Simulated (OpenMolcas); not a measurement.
**Pt⁶⁺ among point charges: CASSCF and CASPT2 levels and susceptibility**

How does a field of 6 point charges split the states of Pt⁶⁺, and what χT follows?

Method: state-averaged CASSCF and CASPT2, spin-orbit coupling by RASSI with atomic mean-field integrals. Code: OpenMolcas 26.06.

## (1) What is computed

* Species: Pt⁶⁺ (platinum, Z = 78, 72 electrons)
* Basis: ANO-RCC-VDZP [7s6p4d2f], 59 functions
* Scalar Hamiltonian: DKH2, point nucleus
* Inactive shells: 1s 2s 2p 3s 3p 3d 4s 4p 4d 4f 5s 5p
* Active space: 4 electrons in 5 orbitals (5d)
* Some configurations of this space: 5d⁴
* Orbitals: optimised for each spin and parity, averaged over all roots

The outer shells:

5d4
```
5d [↑ ][↑ ][↑ ][↑ ][  ]
```

The ion sits among 6 point charges of -1.7 e arranged as an octahedron (Oh), 1.97 Å from the ion.

Each step is its own input file, run in one work folder so that later steps find the files of earlier ones. Labels, J, g values, rates, χT and fits are worked out afterwards by a script from the matrices that RASSI stores. The input lists half of the charges; inversion (Group=XYZ) makes the rest.

## (2) Basis and integrals

Input file a.inp:

```
&GATEWAY
Coord
1

Pt 0.0 0.0 0.0
Basis=ANO-RCC-VDZP
Group=XYZ
NoMove
AngMom=0.0 0.0 0.0
AMFI
XField
3 Angstrom 0
1.970000 0.000000 0.000000 -1.700000
0.000000 1.970000 0.000000 -1.700000
0.000000 0.000000 1.970000 -1.700000
&SEWARD
```

The run is started by

```
$ OMP_NUM_THREADS=1 MOLCAS_MEM=1689 MOLCAS_PROJECT=a pymolcas a.inp > a.log
```

## (3) Reference wave functions, quintets of even parity, 5 roots

Input file a.inp:

```
&RASSCF
FileOrb=start.orb
Symmetry=1
Spin=5
nActEl=4 0 0
Inactive=15 19
Ras2=5 0
CIRoot=5 5 1
SDav=5
CIMx=300
Iter=120 100
PrWF=0.3
OrbListing=Nothing
MaxOrb=0
>>> COPY $Project.JobIph JOB001
```

start.orb holds the contracted functions of the basis, ordered by shell, or the orbitals of the step before.

## (4) CASSCF: triplets of even parity, 45 roots

Input file a.inp:

```
&RASSCF
FileOrb=start.orb
Symmetry=1
Spin=3
nActEl=4 0 0
Inactive=15 19
Ras2=5 0
CIRoot=45 45 1
SDav=45
CIMx=300
Iter=120 100
PrWF=0.3
OrbListing=Nothing
MaxOrb=0
>>> COPY $Project.JobIph JOB002
```

## (5) CASSCF: singlets of even parity, 50 roots

Input file a.inp:

```
&RASSCF
FileOrb=start.orb
Symmetry=1
Spin=1
nActEl=4 0 0
Inactive=15 19
Ras2=5 0
CIRoot=50 50 1
SDav=50
CIMx=300
Iter=120 100
PrWF=0.3
OrbListing=Nothing
MaxOrb=0
>>> COPY $Project.JobIph JOB003
```

## (6) State interaction with spin-orbit coupling

Input file a.inp:

```
&RASSI
NrOfJobIphs=3 5 45 50
1 2 3 4 5
1 2 3 4 5 6 7 8 9 10 11 12 13 14 15 16 17 18 19 20 21 22 23 24 25 26 27
28 29 30 31 32 33 34 35 36 37 38 39 40 41 42 43 44 45
1 2 3 4 5 6 7 8 9 10 11 12 13 14 15 16 17 18 19 20 21 22 23 24 25 26 27
28 29 30 31 32 33 34 35 36 37 38 39 40 41 42 43 44 45 46 47 48 49 50
IphNames
JOB001
JOB002
JOB003
EJob
SpinOrbit
DIPRint=1.0
SOCoupling=1000.0
Subsets=2
Property=9
'ANGMOM' 1 'ANGMOM' 2 'ANGMOM' 3 'MLTPL  1' 1 'MLTPL  1' 2 'MLTPL  1' 3
'AMFI' 1 'AMFI' 2 'AMFI' 3
SOProperty=3
'ANGMOM' 1 'ANGMOM' 2 'ANGMOM' 3
```

## (7) CASPT2: IPEA 0.25, imaginary shift 0.1 (closed shells correlated: 5s 5p)

Input file a.inp:

```
>>> COPY JOB001 $Project.JobIph
&CASPT2
Multistate=5 1 2 3 4 5
NoMult
Frozen=14 16
IPEA=0.25
Imaginary=0.1
MaxIter=60
WThr=0.0 0.3 0.05
PrWF=0.5
NoMix
>>> COPY JOB002 $Project.JobIph
&CASPT2
Multistate=45 1 2 3 4 5 6 7 8 9 10 11 12 13 14 15 16 17 18 19 20 21 22
23 24 25 26 27 28 29 30 31 32 33 34 35 36 37 38 39 40 41 42 43 44 45
NoMult
Frozen=14 16
IPEA=0.25
Imaginary=0.1
MaxIter=60
WThr=0.0 0.3 0.05
PrWF=0.5
NoMix
>>> COPY JOB003 $Project.JobIph
&CASPT2
Multistate=50 1 2 3 4 5 6 7 8 9 10 11 12 13 14 15 16 17 18 19 20 21 22
23 24 25 26 27 28 29 30 31 32 33 34 35 36 37 38 39 40 41 42 43 44 45 46
47 48 49 50
NoMult
Frozen=14 16
IPEA=0.25
Imaginary=0.1
MaxIter=60
WThr=0.0 0.3 0.05
PrWF=0.5
NoMix
```

(Steps that only read results are left out.)

Before running it: what results should come out? Wanted: spin-free ground state; first state of the same spin within the active space; lowest level; next level.

As calculated:

```
                                            quantity                                                                        value
                                              method  SS-CASPT2, IPEA 0.25, imaginary shift 0.1 (closed shells correlated: 5s 5p)
                              spin-free ground state                                               5E, 2-fold in its orbital part
first state of the same spin within the active space                                                             5T2 at 5780 cm⁻¹
                                        lowest level                                                                    1-fold A1
                                          next level                                                                  7940.6 cm⁻¹
                                         χT at 300 K                                                               0.03 cm³ K/mol
                           effective moment at 300 K                                                                      0.50 μB
```

Cost by method:

| method | time of its own steps | time with the reference |
| --- | --- | --- |
| A. CASSCF | 20 s | 20 s |
| B. SS-CASPT2, IPEA 0.25, imaginary shift 0.1, +5s 5p | 6.4 s | 26 s |

Times are of one thread on a shared host.

The spin-free ground state (5E) comes to 100 % from free-ion D terms and keeps the highest spin of the shell. χT at 300 K is 0.03, against 3.01 cm³ K/mol for the spin alone, so spin-orbit coupling lowers it. An active space of the d shell alone favours high spin; real ions in strong fields can be low spin. A ligand-field fit to the states below 45000 cm-1 gives 10Dq = 5884 cm-1, B = 826 cm-1 and C = 4064 cm-1 (C/B = 4.92), with a deviation of 398 cm-1. CASPT2 does not keep the components of a term degenerate, and the means are used. An orbital doublet at a regular site is open to a Jahn-Teller distortion, which this geometry leaves out. The field of point charges can differ much from that of real complexes. With metal d orbitals alone active, the gaps between spin states are rough; where two lie within a few thousand cm-1, their order is open. This is an electrostatic model: the charges have no orbitals.
